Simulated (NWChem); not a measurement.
# SnH3S3F (SMILES [F][Sn]([SH])([SH])[SH]): levels of theory compared

We compute a comparison of 3 runs (HF/def2-SVP, CAM-B3LYP/3-21G, PBE0/def2-SVP) of SnH3S3F. 

The results are computed with NWChem 7.3.0.

### Step 1. The system as given

SnH3S3F: 8 atoms, total charge 0, spin state singlet. SMILES: `[F][Sn]([SH])([SH])[SH]`. Geometry: relaxed at PBE0-D4/def2-TZVP. This is one conformer, not always the lowest.

Bond lengths: F1–Sn2 1.921 Å, Sn2–S3 2.382 Å, Sn2–S4 2.373 Å, Sn2–S5 2.373 Å, S3–H6 1.346 Å, S4–H7 1.345 Å, S5–H8 1.345 Å. Angles: F1–Sn2–S3 100.6°, F1–Sn2–S4 110.2°, F1–Sn2–S5 107.2°, S3–Sn2–S4 113.7°, S3–Sn2–S5 116.8°, S4–Sn2–S5 107.9°, Sn2–S3–H6 89.8°, Sn2–S4–H7 91.5°, Sn2–S5–H8 91.9°.

### Step 2. Energy and forces at HF/def2-SVP (core potential) (run 1)

Contents of run.py:

```python
from ase import Atoms
from ase.calculators.nwchem import NWChem

molecule = Atoms('FSnSSSHHH', positions=[
    [-1.274200, -0.173600, 1.423000],
    [-0.200200, -0.031600, -0.163800],
    [1.972700, 0.161000, 0.793000],
    [-0.856100, 1.865300, -1.430000],
    [-0.626300, -1.964200, -1.472400],
    [1.422500, 0.220900, 2.019800],
    [0.039900, 2.642900, -0.796800],
    [-0.386100, -2.777800, -0.428500],
])

calc = NWChem(
    label='work',
    theory='scf',
    memory='2200 mb',
    basis='def2-SVP',
    basispar='spherical bse',
    scf={'nopen': '0', 'rhf': None, 'thresh': '1e-08', 'maxiter': '80'},
    **{'ecp bse': {'Sn library': 'def2-SVP'}},
)
molecule.calc = calc

forces = molecule.get_forces()
e = molecule.get_potential_energy()
print(f"E = {e:.6f} eV")
print("forces (eV/A):")
for s, f in zip(molecule.symbols, forces):
    print(f"{s:2s} {f[0]:10.5f} {f[1]:10.5f} {f[2]:10.5f}")
print("dipole (e A):", molecule.get_dipole_moment().round(4))
```

Command:

```bash
$ export ASE_NWCHEM_COMMAND="nwchem PREFIX.nwi > PREFIX.nwo"
$ python run.py
```

Standard output:

```text
E = -41001.552220 eV
forces (eV/A):
F    -0.00226    0.00077    0.05235
Sn   -0.20764   -0.02782   -0.08130
S     0.03522    0.03152    0.36098
S     0.18116    0.36577    0.08408
S     0.04186   -0.37230    0.16851
H     0.22430   -0.00093   -0.13606
H    -0.20106    0.00190   -0.19211
H    -0.07153    0.00113   -0.25644
dipole (e A): [0.3382 0.0304 0.0481]
```

The calculator wrote work.nwi:

```
title "work"

permanent_dir work

scratch_dir work

start work

geometry units angstrom nocenter noautosym noautoz
  F  -1.2742000000000000e+00 -1.7360000000000000e-01 1.4230000000000000e+00
  Sn -2.0019999999999999e-01 -3.1600000000000003e-02 -1.6380000000000000e-01
  S  1.9726999999999999e+00 1.6100000000000000e-01 7.9300000000000004e-01
  S  -8.5609999999999997e-01 1.8653000000000000e+00 -1.4299999999999999e+00
  S  -6.2629999999999997e-01 -1.9641999999999999e+00 -1.4723999999999999e+00
  H  1.4225000000000001e+00 2.2090000000000001e-01 2.0198000000000000e+00
  H  3.9899999999999998e-02 2.6429000000000000e+00 -7.9679999999999995e-01
  H  -3.8610000000000000e-01 -2.7778000000000000e+00 -4.2849999999999999e-01
end

memory 2200 mb

basis spherical bse noprint
   * library def2-SVP
end

scf
  nopen 0
  rhf
  thresh 1e-08
  maxiter 80
end
ecp bse
  Sn library def2-SVP
end

task scf gradient
```

work.nwo:

```text
Northwest Computational Chemistry Package (NWChem) 7.3.0
             --------------------------------------------------------

           Job information
           ---------------

    nwchem branch   = 7.3.0
    use scalapack   = T
    input           = work.nwi
    prefix          = work.
    data base       = work/work.db
    status          = startup
    nproc           =        1

           Memory information
           ------------------

[... 5 lines left out ...]
    hardfail = no
[... 138 lines left out ...]
         Quadratically convergent ROHF
[... 15 lines left out ...]
       Final RHF  results
[... 4 lines left out ...]
      Two-electron energy =   1163.870788136098
[... 60 lines left out ...]
                       ROHF Final Molecular Orbital Analysis
[... 314 lines left out ...]
                 ----------------------------------------
                 |  Time  |  1-e(secs)   |  2-e(secs)   |
                 ----------------------------------------
                 |  CPU   |       0.09   |       7.88   |
                 ----------------------------------------
                 |  WALL  |       0.09   |       7.88   |
                 ----------------------------------------

 Task  times  cpu:       45.0s     wall:       45.0s
 Total times  cpu:       45.1s     wall:       45.1s
```

Run time: 47 s. Hardware: 1 thread of AMD EPYC 7R43 (Zen 3), shared host; peak memory 0.1 GiB.

### Step 3. Energy and gradient at CAM-B3LYP/3-21G (run 2)

Contents of geom.nw:

```
echo
start geom
memory 2200 mb

geometry units angstrom noautosym nocenter noautoz
  F       -1.274200      -0.173600       1.423000
  Sn      -0.200200      -0.031600      -0.163800
  S        1.972700       0.161000       0.793000
  S       -0.856100       1.865300      -1.430000
  S       -0.626300      -1.964200      -1.472400
  H        1.422500       0.220900       2.019800
  H        0.039900       2.642900      -0.796800
  H       -0.386100      -2.777800      -0.428500
end

basis spherical bse
  * library 3-21G
end

dft
  xc xcamb88 1.00 lyp 0.81 vwn_5 0.19 hfexch 1.00
  cam 0.33 cam_alpha 0.19 cam_beta 0.46
  grid xfine
  convergence energy 1e-08
  direct
  iterations 100
  mulliken
end

task dft gradient
```

Command:

```bash
$ nwchem geom.nw > geom.out
```

Standard output:

```text
[...]
          Wavefunction type:  closed shell.
          No. of atoms     :     8
          No. of electrons :   110
[...]
          Charge           :     0
          Spin multiplicity:     1
[...]
          AO basis - number of functions:    85
[...]
              XC Information
              --------------
                     Hartree-Fock (Exact) Exchange  1.000
                   CAM-Becke88 Exchange Functional  1.000
                      VWN V Correlation Functional  0.190 local
              Lee-Yang-Parr Correlation Functional  0.810
[...]
 d= 0,ls=0.0,diis     1  -7288.7367126192 -8.18D+03  2.51D-02  1.08D+00     6.6
[...]
 d= 0,ls=0.0,diis    10  -7288.8836775410 -1.11D-09  6.17D-07  2.24D-09    80.0
         Total DFT energy =    -7288.883677540974
      One electron energy =   -11835.790505416089
           Coulomb energy =     3904.853661519196
    Exchange-Corr. energy =     -250.035109266922
 Nuclear repulsion energy =      892.088275622842
[...]
  wavefunction    = closed shell
[...]
                         DFT ENERGY GRADIENTS
    atom               coordinates                        gradient
                 x          y          z           x          y          z
   1 F      -2.407889  -0.328056   2.689080   -0.003764  -0.000912   0.004994
   2 Sn     -0.378323  -0.059715  -0.309537    0.018200   0.002753  -0.012144
   3 S       3.727862   0.304246   1.498553   -0.018248  -0.001250   0.003262
   4 S      -1.617794   3.524906  -2.702308    0.008694  -0.005771   0.011944
   5 S      -1.183535  -3.711800  -2.782433    0.003444   0.005541   0.014989
   6 H       2.688135   0.417440   3.816869   -0.000506  -0.000999  -0.014531
   7 H       0.075400   4.994357  -1.505734   -0.006580  -0.012708  -0.002505
   8 H      -0.729623  -5.249281  -0.809748   -0.001240   0.013346  -0.006010
[...]
```

It took 1.9 min on 1 thread of AMD EPYC 7R43 (Zen 3), shared host; peak memory 0.14 GiB.

### Step 4. Energy and gradient at PBE0/def2-SVP (core potential) (run 3)

Contents of mol.nw:

```
start mol
memory stack 880 mb heap 220 mb global 1100 mb
charge 0

geometry units angstrom noautosym nocenter noautoz
 F     -1.274200    -0.173600     1.423000
 Sn    -0.200200    -0.031600    -0.163800
 S      1.972700     0.161000     0.793000
 S     -0.856100     1.865300    -1.430000
 S     -0.626300    -1.964200    -1.472400
 H      1.422500     0.220900     2.019800
 H      0.039900     2.642900    -0.796800
 H     -0.386100    -2.777800    -0.428500
end

basis "ao basis" spherical bse
 * library def2-SVP
end

ecp bse
 Sn library def2-SVP
end

dft
 xc pbe0
 grid fine
 convergence energy 1e-08
 iterations 100
 mulliken
end

task dft gradient
```

Command:

```bash
$ nwchem mol.nw > mol.out
```

Standard output:

```text
[...]
          Wavefunction type:  closed shell.
          No. of atoms     :     8
          No. of electrons :    82
[...]
          Charge           :     0
          Spin multiplicity:     1
[...]
          AO basis - number of functions:   109
[...]
              XC Information
              --------------
                         PBE0 Method XC Functional
                     Hartree-Fock (Exact) Exchange  0.250
          PerdewBurkeErnzerhof Exchange Functional  0.750
            Perdew 1991 LDA Correlation Functional  1.000 local
           PerdewBurkeErnz. Correlation Functional  1.000 non-local
[...]
 d= 0,ls=0.0,diis     1  -1509.5496651876 -2.02D+03  1.84D-02  9.00D-01     4.5
[...]
 d= 0,ls=0.0,diis     8  -1509.6699067686 -4.97D-09  8.78D-06  9.84D-07    26.9
         Total DFT energy =    -1509.669906768621
      One electron energy =    -3178.864966392606
           Coulomb energy =     1268.310148301106
    Exchange-Corr. energy =     -106.298608171879
 Nuclear repulsion energy =      507.183519494757
[...]
      Total Density - Mulliken Population Analysis
     ---------------------------------------------
    Atom       Charge   Shell Charges
 -----------   ------   -------------------------------------------------------
    1 F    9     9.42   1.99  1.12  0.84  3.31  2.16  0.00
    2 Sn  22    21.21   0.42  1.60  1.08  0.04  2.76  3.25  1.30  0.41  9.74  0.62
    3 S   16    16.25   2.00  1.99  1.25  0.63  5.93  1.79  2.63  0.04
    4 S   16    16.23   2.00  1.99  1.25  0.63  5.93  1.79  2.61  0.04
    5 S   16    16.23   2.00  1.99  1.25  0.63  5.93  1.79  2.61  0.04
    6 H    1     0.88   0.70  0.15  0.03
    7 H    1     0.88   0.70  0.15  0.03
    8 H    1     0.88   0.70  0.15  0.03
[...]
  wavefunction    = closed shell
[...]
```

Run time: 38 s. Hardware: 1 thread of AMD EPYC 7R43 (Zen 3), shared host; peak memory 0.13 GiB.

### Step 5. All runs side by side

| run | level | core potential | iteration cap | energy (Eh) | dipole moment (D) | HOMO energy (eV) | LUMO energy (eV) | wall time |
| --- | --- | --- | --- | --- | --- | --- | --- | --- |
| 1 | HF/def2-SVP (core potential) | def2-SVP | 80 | -1506.779265 | 1.65 | -10.73 | 1.82 | 47 s |
| 2 | CAM-B3LYP/3-21G | – | 100 | -7288.883678 | 2.06 | -9.45 | -1.20 | 1.9 min |
| 3 | PBE0/def2-SVP (core potential) | def2-SVP | 100 | -1509.669907 | 1.49 | -7.82 | -1.99 | 38 s |

### Step 6. Results

```
                       quantity           value
            run 3: total energy  -1509.66991 Eh
           run 3: dipole moment          1.49 D
             run 3: HOMO energy        -7.82 eV
             run 3: LUMO energy        -1.99 eV
           run 3: HOMO–LUMO gap         5.83 eV
run 3: largest force on an atom      0.579 eV/Å
```

The dipole moment (its size) runs from 1.49 D (PBE0/def2-SVP) to 2.06 D (CAM-B3LYP/3-21G). The two ends differ in method and basis and core potential. The HOMO–LUMO gap runs from 5.83 eV (PBE0/def2-SVP) to 12.54 eV (HF/def2-SVP). Exact exchange widens orbital gaps. Totals of different functionals can't be ranked against each other. Some runs of one species differ in core potentials or relativity; totals across that change don't compare. In run 2 relativity is left out where basis or elements ask for it. All runs together took 3.3 min, the longest 1.9 min.
